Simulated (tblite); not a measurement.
# C6H11NO: the cost of one run

Computed with tblite 0.8.0 and PySCF 2.14.0, with density-fitted response routines of our own, on a single molecule in the gas phase. Atoms are numbered from 0 throughout.

**1. The molecule as given**

19 atoms, charge 1, multiplicity 2; geometry from: force field or distance geometry start.

Bonds of the start (Å): C0–C1 1.50, C1–C2 1.49, C2–O3 1.29, C2–N4 1.43, N4–C5 1.45, N4–C6 1.45, C6–C7 1.50, C0–H8 1.11, C0–H9 1.11, C1–H10 1.11, C5–H11 1.10, C5–H12 1.13, C5–H13 1.12, C6–H14 1.13, C6–H15 1.13, C7–H16 1.13, C7–H17 1.10, C7–H18 1.11.

**2. Geometry optimisation with GFN2-xTB**

The job: settings as JSON, then the geometry in Å.

```
{"job": {"kind": "relax", "xc": "GFN2-xTB", "basis": "xTB"}, "charge": 1, "multiplicity": 2}
C     -3.098900     0.215400    -0.393900
C     -1.959300    -0.345600    -1.192900
C     -0.690200     0.370700    -0.867300
O     -0.418900     1.390600    -1.610600
N      0.179200    -0.007900     0.196800
C     -0.083800    -1.141600     1.055000
C      1.380400     0.776500     0.401600
C      2.587800     0.311300    -0.348600
H     -3.377700    -0.238100     0.577100
H     -3.679100     1.082300    -0.775600
H     -1.904300    -1.443900    -1.028900
H     -0.746600    -1.889200     0.593800
H     -0.586400    -0.713500     1.970200
H      0.877300    -1.602500     1.386300
H      1.156000     1.851500     0.139000
H      1.607000     0.691700     1.500700
H      3.039800     1.187400    -0.894400
H      3.335300    -0.017700     0.387400
H      2.372500    -0.468200    -1.103300
```

The run is started by

```bash
$ OMP_NUM_THREADS=1 python probes_run.py task.json out
```

This one command runs all jobs of the session in turn.

**Question.** How long does this first job take on 1 thread of Arm Neoverse V1, shared host?

About 1.4 s.
